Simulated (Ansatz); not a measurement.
# CH2Br2: how energies converge with the basis set

One table from this session's results is given with a row withheld; the runs are named, their logs left out.

Method: one geometry, several basis sets; program: Ansatz 0.2.0, Gaussian basis.

Plan: PBE0-D4/def2-SVP; ωB97M-V/def2-SVP; PBE0-D4/def2-QZVPP; ωB97M-V/def2-QZVPP; the functionals' def2-TZVPP values are taken from earlier runs.

**Structure used throughout**

All runs share one geometry, relaxed beforehand with PBE0-D4 in a triple-zeta def2 set.

SMILES `BrCBr`, 5 atoms, charge 0, spin multiplicity 1.

Atoms are counted from 1 here; the program's logs count them from 0.

Bond lengths: Br1–C2 1.922 Å, C2–Br3 1.922 Å, C2–H4 1.084 Å, C2–H5 1.084 Å. Angles: Br1–C2–Br3 113.8°, Br1–C2–H4 107.8°, Br1–C2–H5 107.8°, Br3–C2–H4 107.8°, Br3–C2–H5 107.8°, H4–C2–H5 112.0°.

Coordinates:

```xyz
5
charge 0, multiplicity 1
Br   -0.57164   -0.88870    1.49202
C    -0.09510    0.10924   -0.08012
Br    1.62342   -0.35821   -0.80316
H    -0.06629    1.15849    0.18995
H    -0.84049   -0.09452   -0.84009
```

The first run:

Input file in.yaml:

```yaml
crystal:
  periodic: [false, false, false]
  atoms:
    - {symbol: Br, position_ang: [-0.571639, -0.888703, 1.492020]}
    - {symbol: C, position_ang: [-0.095103, 0.109242, -0.080117]}
    - {symbol: Br, position_ang: [1.623420, -0.358209, -0.803156]}
    - {symbol: H, position_ang: [-0.066290, 1.158489, 0.189947]}
    - {symbol: H, position_ang: [-0.840488, -0.094519, -0.840094]}
basis:
  gaussian: {orbitals: def2-SVP}
hamiltonian: {xc: pbe0, dispersion: d4}
output: {orbitals: {seedname: orbitals}}
```

On the command line:

```sh
> ansatz run in.yaml --threads 4 --pin off --events-out ev --progress --plain --max-ram 10444MiB
```

Steps of the session up to this table: PBE0-D4 in def2-SVP; ωB97M-V in def2-SVP; PBE0-D4 in def2-QZVPP; ωB97M-V in def2-QZVPP.

One table of the session follows, with a row left open; its other results are not shown here.

It belongs to the step «Functionals by basis». 

| functional | basis | HOMO (eV) |
| --- | --- | --- |
| PBE0-D4 | def2-SVP | -8.03 |
| PBE0-D4 | def2-TZVPP | -8.17 |
| PBE0-D4 | def2-QZVPP | ? |
| ωB97M-V | def2-SVP | -10.20 |
| ωB97M-V | def2-TZVPP | -10.36 |
| ωB97M-V | def2-QZVPP | -10.38 |

Q: Estimate the row for PBE0-D4, def2-QZVPP from the others.

The run gave: HOMO (eV): -8.19. In the column «HOMO (eV)» it lies between ωB97M-V, def2-SVP (-10.20) and PBE0-D4, def2-TZVPP (-8.17).
